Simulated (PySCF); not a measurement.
# InH2ClO2 (SMILES [OH][In]([OH])[Cl]) at 6 levels

Wanted: a comparison of 6 runs (HF/STO-3G, HF/3-21G, B2PLYP/STO-3G, B3LYP/STO-3G, BP86/STO-3G, TPSS/def2-SVPD) of InH2ClO2. The job is set up through a Python script.

The calculation is run with PySCF 2.14.0.

## Step 1: The system as given

The species is InH2ClO2 (6 atoms), meant as a singlet with charge 0. As SMILES, `[OH][In]([OH])[Cl]`. The shape is that of a PBE0-D4/def2-TZVP optimisation. This is one conformer, not always the lowest.

Bond lengths: O1–In2 1.972 Å, In2–O3 1.972 Å, In2–Cl4 2.292 Å, O1–H5 0.961 Å, O3–H6 0.961 Å. Angles: O1–In2–O3 123.4°, O1–In2–Cl4 118.3°, O3–In2–Cl4 118.3°, In2–O1–H5 113.0°, In2–O3–H6 113.0°.

## Step 2: Energy and gradient at HF/STO-3G (run 1)

calc.py reads:

```python
from pyscf import gto

mol = gto.Mole()
mol.atom = '''
O   -0.614700   1.435000  -0.830300
In  -0.230800  -0.424900  -0.300500
O    0.947000  -0.902100   1.206800
Cl  -1.204000  -2.119400  -1.498700
H   -0.172400   2.082300  -0.274900
H    1.316900  -0.134900   1.651500
'''
mol.max_memory = 1860
mol.charge = 0
mol.verbose = 4
mol.basis = 'sto-3g'
mol.build()

mf = mol.RHF()
mf.conv_tol = 1e-10
mf.kernel()
if not mf.converged:
    mf = mf.newton().run(mf.mo_coeff, mf.mo_occ)

energy = mf.e_tot
print(f'total energy: {energy:.8f} hartree')
grad = mf.nuc_grad_method().kernel()
mf.analyze()
```

Launch:

```bash
$ OMP_NUM_THREADS=1 python calc.py
```

The program printed:

```text
PySCF version 2.14.0

[... 58 lines left out ...]
converged SCF energy = -6286.40297584431
[... 17 lines left out ...]
Two-electron Energy =                 2907.288544216544778
[... 6 lines left out ...]
MO #3   energy= -138.079145035326  occ= 2
[... 4 lines left out ...]
MO #8   energy= -24.7753248859555  occ= 2
[... 4 lines left out ...]
MO #13  energy= -16.6407784285389  occ= 2
[... 4 lines left out ...]
MO #18  energy= -10.2821676148954  occ= 2
[... 4 lines left out ...]
MO #23  energy= -3.11940335882345  occ= 2
[... 4 lines left out ...]
MO #28  energy= -0.956821211009939 occ= 2
[... 4 lines left out ...]
MO #33  energy= -0.611548976634792 occ= 2
[... 4 lines left out ...]
MO #38  energy= -0.378405017742579 occ= 2
[... 4 lines left out ...]
MO #43  energy= 0.220456240603191  occ= 0
[... 4 lines left out ...]
MO #48  energy= 0.749106078811798  occ= 0
[... 18 lines left out ...]
pop of  1 In 4px          1.99889
pop of  1 In 4py          1.99946
pop of  1 In 4pz          1.99911
pop of  1 In 5px          0.37092
pop of  1 In 5py          0.55258
pop of  1 In 5pz          0.43988
pop of  1 In 3dxy         1.99999
pop of  1 In 3dyz         1.99999
pop of  1 In 3dz^2        2.00000
pop of  1 In 3dxz         1.99998
pop of  1 In 3dx2-y2      1.99999
pop of  1 In 4dxy         1.99329
pop of  1 In 4dyz         1.98904
pop of  1 In 4dz^2        1.99518
pop of  1 In 4dxz         1.97450
pop of  1 In 4dx2-y2      1.98371
pop of  2 O 1s            1.99991
pop of  2 O 2s            1.71323
pop of  2 O 2px           1.66497
pop of  2 O 2py           1.43848
pop of  2 O 2pz           1.53232
pop of  3 Cl 1s           2.00000
pop of  3 Cl 2s           1.99987
pop of  3 Cl 3s           1.91501
pop of  3 Cl 2px          1.99993
pop of  3 Cl 2py          1.99982
pop of  3 Cl 2pz          1.99990
pop of  3 Cl 3px          1.87466
pop of  3 Cl 3py          1.73119
pop of  3 Cl 3pz          1.84030
pop of  4 H 1s            0.90335
pop of  5 H 1s            0.90335
 ** Mulliken atomic charges  **
charge of    0O =     -0.34892
charge of    1In =      0.86520
charge of    2O =     -0.34890
charge of    3Cl =     -0.36067
charge of    4H =      0.09665
charge of    5H =      0.09665
Dipole moment(X, Y, Z, Debye):  1.73816,  3.02587,  2.14003
```

Run time: 7.5 s. Hardware: 1 thread of Intel Xeon at 2.70GHz, shared host; peak memory 0.12 GiB.

## Step 3: Energy and forces at HF/3-21G (run 2)

run.py reads:

```python
from pyscf import gto

mol = gto.M(
    atom='''
O     -1.161615     2.711757    -1.569040
In    -0.436149    -0.802945    -0.567863
O      1.789571    -1.704722     2.280521
Cl    -2.275230    -4.005086    -2.832133
H     -0.325789     3.934977    -0.519486
H      2.488580    -0.254924     3.120883
''',
    spin=0,
    unit='bohr',
    max_memory=1860,
    basis='3-21g',
    charge=0,
    verbose=4,
)

hf = mol.RHF()
hf.conv_tol = 1e-10
hf.kernel()
if not hf.converged:
    hf = hf.newton().run(hf.mo_coeff, hf.mo_occ)

e_final = hf.e_tot
print('Final energy', e_final)
grad = hf.nuc_grad_method().kernel()
dip = hf.dip_moment()
pop, q = hf.mulliken_pop()
```

Launch:

```bash
$ OMP_NUM_THREADS=1 python run.py
```

The program printed:

```text
PySCF version 2.14.0

[... 60 lines left out ...]
converged SCF energy = -6322.1837826215
Final energy -6322.183782621502
[... 12 lines left out ...]
Dipole moment(X, Y, Z, Debye):  2.19442,  3.82039,  2.70187
[... 34 lines left out ...]
pop of  1 In 3dxz         1.99878
pop of  1 In 3dx2-y2      1.99892
pop of  1 In 4dxy         1.99903
pop of  1 In 4dyz         1.99838
pop of  1 In 4dz^2        1.99888
pop of  1 In 4dxz         1.99278
pop of  1 In 4dx2-y2      1.99591
pop of  2 O 1s            1.98521
pop of  2 O 2s            0.41183
pop of  2 O 3s            1.49466
pop of  2 O 2px           0.72981
pop of  2 O 2py           0.65264
pop of  2 O 2pz           0.68723
pop of  2 O 3px           1.00563
pop of  2 O 3py           0.90561
pop of  2 O 3pz           0.94804
pop of  3 Cl 1s           1.99860
pop of  3 Cl 2s           1.95905
pop of  3 Cl 3s           1.10172
pop of  3 Cl 4s           0.94662
pop of  3 Cl 2px          1.96935
pop of  3 Cl 2py          1.96762
pop of  3 Cl 2pz          1.96894
pop of  3 Cl 3px          1.01690
pop of  3 Cl 3py          0.97301
pop of  3 Cl 3pz          1.00731
pop of  3 Cl 4px          0.91138
pop of  3 Cl 4py          0.84325
pop of  3 Cl 4pz          0.89349
pop of  4 H 1s            0.43450
pop of  4 H 2s            0.19529
pop of  5 H 1s            0.43447
pop of  5 H 2s            0.19532
 ** Mulliken atomic charges  **
charge of    0O =     -0.82064
charge of    1In =      1.45810
charge of    2O =     -0.82065
charge of    3Cl =     -0.55724
charge of    4H =      0.37021
charge of    5H =      0.37021
```

Run time: 6.9 s. Hardware: 1 thread of Intel Xeon at 2.70GHz, shared host; peak memory 0.14 GiB.

Runs 3 to 4 aren't shown in full; the table further down has their settings and results.

## Step 4: Energy and gradient at BP86/STO-3G (run 5)

run.py reads:

```python
# [OH][In]([OH])[Cl]
from pyscf import gto, dft

mol = gto.Mole()
mol.atom = '''
O   -0.614700   1.435000  -0.830300
In  -0.230800  -0.424900  -0.300500
O    0.947000  -0.902100   1.206800
Cl  -1.204000  -2.119400  -1.498700
H   -0.172400   2.082300  -0.274900
H    1.316900  -0.134900   1.651500
'''
mol.basis = 'sto-3g'
mol.max_memory = 1860
mol.verbose = 4
mol.charge = 0
mol.spin = 0
mol.build()

ks = dft.RKS(mol)
ks.xc = 'bp86'
ks.conv_tol = 1e-10
ks.grids.level = 5
ks.kernel()
if not ks.converged:
    ks = ks.newton().run(ks.mo_coeff, ks.mo_occ)

e_final = ks.e_tot
print('Final energy', e_final)
grad = ks.nuc_grad_method().kernel()
ks.analyze()
```

Launch:

```bash
$ OMP_NUM_THREADS=1 python run.py
```

The program printed:

```text
PySCF version 2.14.0

[... 77 lines left out ...]
converged SCF energy = -6290.09777113909
[... 18 lines left out ...]
Two-electron Energy =                 2901.412028337202173
[... 6 lines left out ...]
MO #3   energy= -133.792936283236  occ= 2
[... 4 lines left out ...]
MO #8   energy= -22.7454866577131  occ= 2
[... 4 lines left out ...]
MO #13  energy= -15.2081237091197  occ= 2
[... 4 lines left out ...]
MO #18  energy= -8.87774260773851  occ= 2
[... 4 lines left out ...]
MO #23  energy= -2.38880902622596  occ= 2
[... 4 lines left out ...]
MO #28  energy= -0.629518801054521 occ= 2
[... 4 lines left out ...]
MO #33  energy= -0.209619966472444 occ= 2
[... 4 lines left out ...]
MO #38  energy= -0.168055869513961 occ= 2
[... 4 lines left out ...]
MO #43  energy= 0.0539043521442328 occ= 0
[... 4 lines left out ...]
MO #48  energy= 0.39625702264669   occ= 0
[... 18 lines left out ...]
pop of  1 In 4px          1.99826
pop of  1 In 4py          1.99869
pop of  1 In 4pz          1.99843
pop of  1 In 5px          0.55437
pop of  1 In 5py          0.57479
pop of  1 In 5pz          0.55966
pop of  1 In 3dxy         1.99999
pop of  1 In 3dyz         1.99998
pop of  1 In 3dz^2        1.99999
pop of  1 In 3dxz         1.99994
pop of  1 In 3dx2-y2      1.99996
pop of  1 In 4dxy         1.98567
pop of  1 In 4dyz         1.97671
pop of  1 In 4dz^2        1.99027
pop of  1 In 4dxz         1.92229
pop of  1 In 4dx2-y2      1.95681
pop of  2 O 1s            1.99987
pop of  2 O 2s            1.73945
pop of  2 O 2px           1.58639
pop of  2 O 2py           1.41602
pop of  2 O 2pz           1.48215
pop of  3 Cl 1s           2.00000
pop of  3 Cl 2s           1.99978
pop of  3 Cl 3s           1.92363
pop of  3 Cl 2px          1.99985
pop of  3 Cl 2py          1.99967
pop of  3 Cl 2pz          1.99981
pop of  3 Cl 3px          1.84632
pop of  3 Cl 3py          1.69856
pop of  3 Cl 3pz          1.81186
pop of  4 H 1s            0.87029
pop of  5 H 1s            0.87029
 ** Mulliken atomic charges  **
charge of    0O =     -0.22390
charge of    1In =      0.46784
charge of    2O =     -0.22388
charge of    3Cl =     -0.27948
charge of    4H =      0.12971
charge of    5H =      0.12971
Dipole moment(X, Y, Z, Debye):  1.93857,  3.37515,  2.38684
```

Run time: 20 s. Hardware: 1 thread of Intel Xeon at 2.70GHz, shared host; peak memory 0.5 GiB.

## Step 5: Energy and forces at TPSS/def2-SVPD (core potential) (run 6)

start.xyz reads:

```xyz
6

O     -0.614700     1.435000    -0.830300
In    -0.230800    -0.424900    -0.300500
O      0.947000    -0.902100     1.206800
Cl    -1.204000    -2.119400    -1.498700
H     -0.172400     2.082300    -0.274900
H      1.316900    -0.134900     1.651500
```

job.py reads:

```python
import pyscf.grad
from pyscf import gto, dft

system = gto.M(
    atom='start.xyz',
    verbose=4,
    ecp={'In': 'def2-svp'},
    basis='def2-svpd',
    max_memory=1860,
    charge=0,
    spin=0,
)

ks = dft.RKS(system)
ks.xc = 'tpss'
ks.grids.level = 5
ks.conv_tol = 1e-10
ks.kernel()
if not ks.converged:
    ks = ks.newton().run(ks.mo_coeff, ks.mo_occ)

e_final = ks.e_tot
print('Final energy', e_final)
grad = ks.Gradients().kernel()
ks.analyze()
```

Launch:

```bash
$ OMP_NUM_THREADS=1 python job.py
```

The program printed:

```text
PySCF version 2.14.0

[... 102 lines left out ...]
DFT Exchange-Correlation Energy =      -62.873791894050875
[... 12 lines left out ...]
MO #11  energy= -2.98552120422267  occ= 2
[... 10 lines left out ...]
MO #22  energy= -0.360407726692253 occ= 2
[... 10 lines left out ...]
MO #33  energy= 0.0172933407695307 occ= 0
[... 10 lines left out ...]
MO #44  energy= 0.140963179578856  occ= 0
[... 10 lines left out ...]
MO #55  energy= 0.249512870720587  occ= 0
[... 10 lines left out ...]
MO #66  energy= 0.404548534963317  occ= 0
[... 10 lines left out ...]
MO #77  energy= 0.666179115110983  occ= 0
[... 10 lines left out ...]
MO #88  energy= 1.02277032244623   occ= 0
[... 10 lines left out ...]
MO #99  energy= 1.6400684787795    occ= 0
[... 10 lines left out ...]
MO #110 energy= 2.79562681958996   occ= 0
[... 10 lines left out ...]
MO #121 energy= 61.0643840760047   occ= 0
[... 91 lines left out ...]
pop of  3 Cl 4px          0.00488
pop of  3 Cl 4py          0.00776
pop of  3 Cl 4pz          0.00618
pop of  3 Cl 5px          0.00454
pop of  3 Cl 5py          0.00727
pop of  3 Cl 5pz          0.00368
pop of  3 Cl 3dxy         0.01042
pop of  3 Cl 3dyz         0.00799
pop of  3 Cl 3dz^2        0.00830
pop of  3 Cl 3dxz         0.00613
pop of  3 Cl 3dx2-y2      0.00940
pop of  3 Cl 4dxy         0.00938
pop of  3 Cl 4dyz         0.00585
pop of  3 Cl 4dz^2        0.01079
pop of  3 Cl 4dxz         0.00515
pop of  3 Cl 4dx2-y2      0.01110
pop of  4 H 1s            0.64960
pop of  4 H 2s            0.01984
pop of  4 H 2px           0.00492
pop of  4 H 2py           0.00441
pop of  4 H 2pz           0.00432
pop of  4 H 3px           0.00149
pop of  4 H 3py           0.00413
pop of  4 H 3pz           0.00133
pop of  5 H 1s            0.64972
pop of  5 H 2s            0.01975
pop of  5 H 2px           0.00560
pop of  5 H 2py           0.00307
pop of  5 H 2pz           0.00546
pop of  5 H 3px           0.00404
pop of  5 H 3py           0.00113
pop of  5 H 3pz           0.00470
 ** Mulliken atomic charges  **
charge of    0O =     -1.10857
charge of    1In =      2.37695
charge of    2O =     -1.12441
charge of    3Cl =     -0.76048
charge of    4H =      0.30997
charge of    5H =      0.30653
Dipole moment(X, Y, Z, Debye):  1.28841,  2.24276,  1.58637
```

Run time: 98 s. Hardware: 1 thread of Intel Xeon at 2.70GHz, shared host; peak memory 1.3 GiB.

## Step 6: The series

```
run                            level      task  frozen core orbitals   energy (Eh)  dipole moment (D)  HOMO energy (eV)  LUMO energy (eV)  wall time
  1                        HF/STO-3G  gradient                     –  -6286.402976               4.09             -8.31              6.00      7.5 s
  2                         HF/3-21G  gradient                     –  -6322.183783               5.17            -12.06              1.21      6.9 s
  3                    B2PLYP/STO-3G    energy                    25  -6288.855463               4.28             -5.74              3.85       12 s
  4                     B3LYP/STO-3G  gradient                     –  -6289.660449               4.44             -3.88              2.32       27 s
  5                      BP86/STO-3G  gradient                     –  -6290.097771               4.57             -2.55              1.47       20 s
  6  TPSS/def2-SVPD (core potential)  gradient                     –   -801.773145               3.03             -7.51             -3.17       98 s
```

## Step 7: Summary of results

| quantity | value |
| --- | --- |
| run 6: total energy | -801.77315 Eh |
| run 6: dipole moment | 3.03 D |
| run 6: HOMO energy | -7.51 eV |
| run 6: LUMO energy | -3.17 eV |
| run 6: HOMO–LUMO gap | 4.34 eV |
| run 6: largest force on an atom | 0.928 eV/Å |

The dipole moment (its size) runs from 3.03 D (TPSS/def2-SVPD) to 5.17 D (HF/3-21G). The two ends differ in method and basis and core potential. The HOMO–LUMO gap runs from 4.02 eV (BP86/STO-3G) to 14.31 eV (HF/STO-3G). Exact exchange widens orbital gaps. Totals of different functionals can't be ranked against each other. Some runs of one species differ in core potentials or relativity; totals across that change don't compare. In runs 1, 3, 4, 5 the basis is minimal, so the values are rough. In runs 1, 2, 3, 4, 5 relativity is left out where basis or elements ask for it. All runs together took 2.9 min, the longest 98 s.
